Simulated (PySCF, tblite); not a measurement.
# C₆H₉O₂ radical: geometry, infrared bands and EPR parameters

What infrared bands and EPR parameters should C₆H₉O₂ radical (`C=C1CC[C@@H]1[C](O)O`) show?

The runs use tblite 0.8.0 and PySCF 2.14.0, with density-fitted response routines of our own; the level of theory stands in each step. All values are computed, except where a source is named. Atoms are numbered from 0 throughout.

### 1 The molecule as given

17 atoms, charge 0, multiplicity 2; geometry from: force field or distance geometry start.

Bonds of the start (Å): C0–C1 1.34, C1–C2 1.50, C2–C3 1.53, C3–C4 1.56, C4–C5 1.49, C5–O6 1.37, C5–O7 1.36, C4–C1 1.54, C0–H8 1.09, C0–H9 1.08, C2–H10 1.10, C2–H11 1.09, C3–H12 1.12, C3–H13 1.09, C4–H14 1.09, O6–H15 0.96, O7–H16 0.98.

### 2 Geometry optimisation with GFN2-xTB

What the job is given:

```
{"job": {"kind": "relax", "xc": "GFN2-xTB", "basis": "xTB"}, "charge": 0, "multiplicity": 2}
C     -1.364200    -1.785000    -0.196100
C     -0.872000    -0.556900    -0.001600
C     -1.362500     0.826400    -0.314500
C     -0.397700     1.285300     0.783000
C      0.401200    -0.051600     0.692200
C      1.611300     0.018200    -0.167600
O      2.648100     0.824700     0.230400
O      1.786300    -0.772600    -1.262000
H     -2.322600    -1.909000    -0.694300
H     -0.849600    -2.665400     0.156500
H     -2.425800     1.044700    -0.108600
H     -1.128600     1.196500    -1.317000
H     -0.885200     1.416500     1.779500
H      0.157300     2.199100     0.568900
H      0.628200    -0.480800     1.664500
H      3.383200     0.727100    -0.379600
H      0.985500    -1.305100    -1.443600
```

On the command line:

```bash
$ OMP_NUM_THREADS=1 python probes_run.py task.json out
```

This one command runs all jobs of the session in turn.

**Question.** This job is followed by: GFN2-xTB harmonic vibrations, gas phase; UKS B3LYP, pcH-1 on C H O, non-relativistic, mean-field spin-orbit, GIAO. Predict these results of the whole session: strongest single infrared mode (GFN2-xTB); zero-point energy (GFN2-xTB); g(iso) (B3LYP); ⟨S²⟩; largest a(iso) (averaged by class); surface potential, 1st and 99th percentile.

**Answer**, as computed:

```
                                 quantity                  value
strongest single infrared mode (GFN2-xTB)  1310 cm⁻¹, 265 km/mol
             zero-point energy (GFN2-xTB)          84.7 kcal/mol
                           g(iso) (B3LYP)                2.00309
                                     ⟨S²⟩     0.753 (exact 0.75)
       largest a(iso) (averaged by class)   13C on C5, 254.0 MHz
    surface potential, 1st and 99th percentile     -1.35 V and 1.92 V
```

In words: The optimisation took 145 steps and gained 0.359 eV; among the close pairs (by a distance rule), C3–H12 changed most, from 1.117 to 1.087 Å. All 45 modes are real, so the xTB geometry is a minimum. The strongest single mode, at 1310 cm⁻¹, is spread over many atoms; the largest shares are those of C5, H14. GFN2-xTB is a fitted tight-binding method: band positions and strengths are rough. Its intensities can rank the bands wrongly. C5 carries the largest spin population, 0.78 e. The isotropic g lies 0.8 ppt above the free-electron value.
